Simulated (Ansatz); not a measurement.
Task: a ladder of methods at one geometry of ClGaH3OSi, SMILES [SiH3][O][Ga][Cl], with Ansatz 0.2.0, Python API. Give the script and its output. Level of theory (for the species named): MP2, def2-SVP basis, multiplicity 2. The script varies method: mp2, ccsd, ccsd_t.

```yaml
atoms:
  - { symbol: Si, position_ang: [-0.0347, 1.2119, 0.1090] }
  - { symbol: O, position_ang: [0.1400, -0.3861, -0.1625] }
  - { symbol: Ga, position_ang: [0.6534, -2.0256, -0.6929] }
  - { symbol: Cl, position_ang: [-0.4736, -3.6702, 0.1848] }
  - { symbol: H, position_ang: [-0.1313, 1.8979, -1.1837] }
  - { symbol: H, position_ang: [1.1279, 1.6754, 0.8721] }
  - { symbol: H, position_ang: [-1.2818, 1.2966, 0.8731] }
```

The script, `methods_clgah3osi.py`:
```python
"""ClGaH3OSi at several levels of theory."""

import ansatz


def main() -> None:
    geometry_ang = [
        ("Si", (-0.03465, 1.21192, 0.10897)),
        ("O", (0.14001, -0.38608, -0.16249)),
        ("Ga", (0.6534, -2.02557, -0.6929)),
        ("Cl", (-0.47355, -3.67015, 0.18484)),
        ("H", (-0.13131, 1.89789, -1.18371)),
        ("H", (1.12789, 1.67537, 0.87215)),
        ("H", (-1.2818, 1.29663, 0.87314)),
    ]
    geometry = ansatz.Crystal.molecule()
    for symbol, xyz in geometry_ang:
        geometry = geometry.atom(symbol, xyz)

    job = (
        geometry.calculation()
        .basis(gaussian="def2-SVP")
        .spin("collinear", total=1)
    )

    methods = ["mp2", "ccsd", "ccsd_t"]
    reports = [job.correlation(m).run().report for m in methods]
    print(f"Hartree-Fock reference {reports[0]['reference_energy_ev'] / 27.211386246:.6f} Ha")
    best = reports[-1]["free_energy_ev"] - reports[-1]["reference_energy_ev"]
    for method, each in zip(methods, reports):
        gained = each["free_energy_ev"] - each["reference_energy_ev"]
        print(f"{method:8s} total {each['free_energy_ev'] / 27.211386246:.6f} Ha  correlation {gained:9.4f} eV  ({100 * gained / best:.1f} % of the last)")


if __name__ == "__main__":
    main()
```

```console
$ python methods_clgah3osi.py
Hartree-Fock reference -2747.852722 Ha
mp2      total -2748.453417 Ha  correlation  -16.3458 eV  (93.5 % of the last)
ccsd     total -2748.478580 Ha  correlation  -17.0305 eV  (97.4 % of the last)
ccsd_t   total -2748.495349 Ha  correlation  -17.4868 eV  (100.0 % of the last)
```

What to keep in mind:
- Total energies depend on the basis set; only differences at equal settings carry meaning.
- The geometry is a force-field or estimated start, not a minimum of this method, and the basis set is short of its limit. A lower total doesn't mark the better method: functionals have no common bound, and MP2 and coupled cluster aren't variational.
- The species is open-shell (spin multiplicity 2).
- Inner cores stay frozen; a filled d shell under the valence of the heavier atoms is correlated with it.
- Finished in 45 s on 1 thread of Intel(R) Xeon(R) Processor @ 2.30GHz, on a shared host, peak memory 0.75 GiB.
